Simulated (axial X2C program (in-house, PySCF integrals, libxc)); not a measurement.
# SnH: EOM-EA-CCSD levels

Aim: EOM-EA-CCSD levels of SnH, with spin–orbit coupling in the Hamiltonian from the start.

Program: an in-house X2C program for linear molecules on PySCF integrals. Level of theory: two-component X2C with atomic mean-field terms, Sn dyall-acv3z, H dyall-av3z. These are calculated values, not measurements.

### Step 1. Set-up

task.json reads:

```json
{"zs": [50, 1], "q": 0, "bas": ["dyall-acv3z", "dyall-av3z"], "r0": 1.72, "eom": "ea", "thr": -2.0, "nmax": 92, "grid": [1, 0.96, 1.045, 0.92, 1.09, 1.15]}
```

Keys: zs atomic numbers; q charge; bas basis sets; r0 starting distance in Å; eom kind of EOM run; thr threshold in hartree for freezing inner shells (an s shell follows its p shell); nmax most natural virtual spinors; grid distances as factors.

Started as:

```bash
python soeom.py task.json out
```

Further steps of the session: EOM-EA-CCSD at 1.780 Å.

Before running it: what results should come out? Wanted: next root led by one particle; T1 of the reference; lowest state, Re and ωe.

The runs gave:

| quantity | value |
| --- | --- |
| lowest root at 1.780 Å | Ω = 1/2, 7.205 eV |
| next root led by one particle | Ω = 3/2, about 2050 cm⁻¹ higher |
| T1 of the reference | 0.012 |
| lowest state, Re and ωe | 1.777 Å, 1721 cm⁻¹ |

What this shows: The added electron is bound by 7.20 eV in a spinor of 85% Sn pπ, 10% H pπ. Errors of 0.1 to 0.3 eV are usual at this size, and roots led by higher excitations are left out, so the list is incomplete, and low states of that kind can be missing. The bond is 0.021 Å longer than in the closed-shell reference at CCSD (1.756 Å).
